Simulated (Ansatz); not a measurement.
# TiN (sextet): wave-function methods side by side, def2-QZVPP

One table from this session's results is given with a row withheld; the runs are named, their logs left out.

Computed with Ansatz 0.2.0, Gaussian basis. Level: def2-QZVPP, core rule «outside noble gas», up to 10 orbitals frozen.

The runs, in order: UHF; ROHF; CCSD(T) on UHF.

### What is computed

The geometry is a PBE0/def2-TZVP stationary point (not a proven minimum).

2 atoms, charge 0, spin multiplicity 6.

Atoms are counted from 1 here; the program's logs count them from 0.

Bond lengths: Ti1–N2 2.040 Å.

Geometry (Å):

```xyz
2
charge 0, multiplicity 6
Ti    0.0000    0.0000    0.0000
N     0.0000    0.0000    2.0396
```

The first run:

The input, in.yaml:

```yaml
crystal:
  periodic: [false, false, false]
  atoms:
    - {symbol: Ti, position_ang: [0.000000, 0.000000, 0.000000]}
    - {symbol: N, position_ang: [0.000000, 0.000000, 2.039600]}
basis:
  gaussian: {orbitals: "def2-QZVPP.json"}
magnetization: {spin_polarized: true, initial_magnetization: 5}
hamiltonian: {xc: hf}
output: {orbitals: {seedname: orbitals}}
```

The run is started by

```sh
> ansatz run in.yaml --threads 1 --pin off --events-out ev --progress --plain --max-ram 2816MiB --backend cpu
```

Among the steps run: UHF; ROHF; CCSD(T) on UHF.

One table of the session follows, with a row left open; its other results are not shown here.

| method | from UCCSD(T) (kcal/mol) |
| --- | --- |
| ROHF | +138.03 |
| UHF | ? |
| UMP2 | +19.73 |
| UCCSD | +5.37 |
| UCCSD(T) | 0 |

Q: Estimate the row for UHF from the others.

As computed: from UCCSD(T) (kcal/mol): +131.86. In the column «from UCCSD(T) (kcal/mol)» it lies between UMP2 (+19.73) and ROHF (+138.03).
